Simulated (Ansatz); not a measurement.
Working through a scan of the Hubbard U of RbFeCl₃, space group Pm-3m

With Ansatz 0.2.0, Python API.

Input file `rbfecl3.cif`:
```cif
data_RbFeCl3
_cell_length_a 4.930122
_cell_length_b 4.930122
_cell_length_c 4.930122
_cell_angle_alpha 90.00000
_cell_angle_beta 90.00000
_cell_angle_gamma 90.00000
_symmetry_space_group_name_H-M 'P 1'
_symmetry_Int_Tables_number 1
loop_
_symmetry_equiv_pos_as_xyz
'x, y, z'
loop_
_atom_site_label
_atom_site_type_symbol
_atom_site_fract_x
_atom_site_fract_y
_atom_site_fract_z
Rb1 Rb    0.500000    0.500000    0.500000
Fe2 Fe    0.000000    0.000000    0.000000
Cl3 Cl    0.500000    0.000000    0.000000
Cl4 Cl    0.000000    0.500000    0.000000
Cl5 Cl    0.000000    0.000000    0.500000
```

Notebook, run cell by cell (the value of a cell's last expression is shown):

```python
import ansatz as az
from ase.io import read
import numpy as np
```

```python
XC = "pbesol"
DISPERSION = "d4"
SIGMA = 0.05
KMESH = (6, 6, 6)


def count_gap(report):
    # lowest empty less highest filled band, counting bands; zero where they overlap
    return max(report.get("gap_by_band_count_ev") or 0.0, 0.0)
```

```python
atoms = read("rbfecl3.cif")
crystal = az.Crystal.from_ase(atoms).moments(Fe=3.5)
```

```python
crystal.resolved().tree()["lattice"]
```

    ((4.930122, 0.0, 0.0), (0.0, 4.930122, 0.0), (0.0, 0.0, 4.930122))

```python
calc = (
    crystal.calculation()
    .functional(XC, dispersion=DISPERSION)
    .occupations(az.OccupationsMethod.GAUSSIAN, width=SIGMA)
    .spin(az.SpinTreatment.COLLINEAR)
    .kpoints(*KMESH)
    .band_table()
)
rows = []
for u in [0.0, 2.0, 4.0, 6.0]:
    data = calc.hubbard("Fe", "d", u_eff=u).run(threads=1).report
    shell = data["hubbard"]["n_scf"]
    rows.append((u, count_gap(data), sum(shell) / len(shell), max(abs(m) for m in data["site_moments_mub"]), data["n_iterations"]))
print("      U_eff eV  gap by band count eV  Fe d occupation (projector)  largest moment muB      iterations")
for row in rows:
    print(f"{str(row[0]):>14s}  {row[1]:20.3f}  {row[2]:27.4f}  {row[3]:18.3f}  {row[4]:14d}")
```

    DeckWarning: basis.ecutwfc = 420 eV, auto-derived from the records' recommended cutoffs: set by Rb (normal level)
    RunWarning: dispersion: an atom stands within reach of a switch of its C6 between two reference coordination numbers of its element: through that C6 alone, e_disp changes by 0.025 eV or more while the distances to its neighbours run over a stretch of 0.05 Å that contains this geometry (sites counted from 0 in the run's list of atoms or, in a supercell that it derives, in that cell's: here a list [...]
    RunWarning: this result is not held to the crystal's symmetry: a search behind the close, the SCF from the whole filling of its shells under DFT+U, one down a way that the close's least curvature shows or from a spin flipped beside it, or a hybrid's further exchange loop reached it with operations of the symmetry given up, or time reversal alone, or, in an antiferromagnet whose two spin channels [...]
          U_eff eV  gap by band count eV  Fe d occupation (projector)  largest moment muB      iterations
               0.0                 0.000                       6.4106               3.476              12
               2.0                 0.902                       6.3227               3.537               2
               4.0                 2.024                       6.2639               3.594               2
               6.0                 2.633                       6.2142               3.640               2

From U = 0 to 6 eV the largest site moment goes from 3.48 to 3.64 μB.

Caveats:
- Other magnetic orders than the one started from may lie lower.
- Dispersion corrections can be off by several per cent in the lattices of metals, and by several GPa in the pressure at a fixed cell.
- U, its shell and the double counting are chosen to explore, and aren't derived for this compound.
- A gap by band count of zero or less means overlapping bands, a metal.
- With one magnetic atom the cell can hold only ferromagnetic order.
- The structure comes from a database of computed cells and needn't be a stable or known phase.
- Gaps and levels are Kohn-Sham values on a finite set of k-points, without spin-orbit coupling.
- Warnings are shown shortened and without file and line.
- Shell occupations and the effect of U depend on the projectors; a run with no .spin step is spin-unpolarised, and each U may end in a state that isn't the lowest.
- Run time: 7.2 min on 1 thread of Intel(R) Xeon(R) 6975P-C (Granite Rapids), with other jobs on the host, peak memory 1.6 GiB.
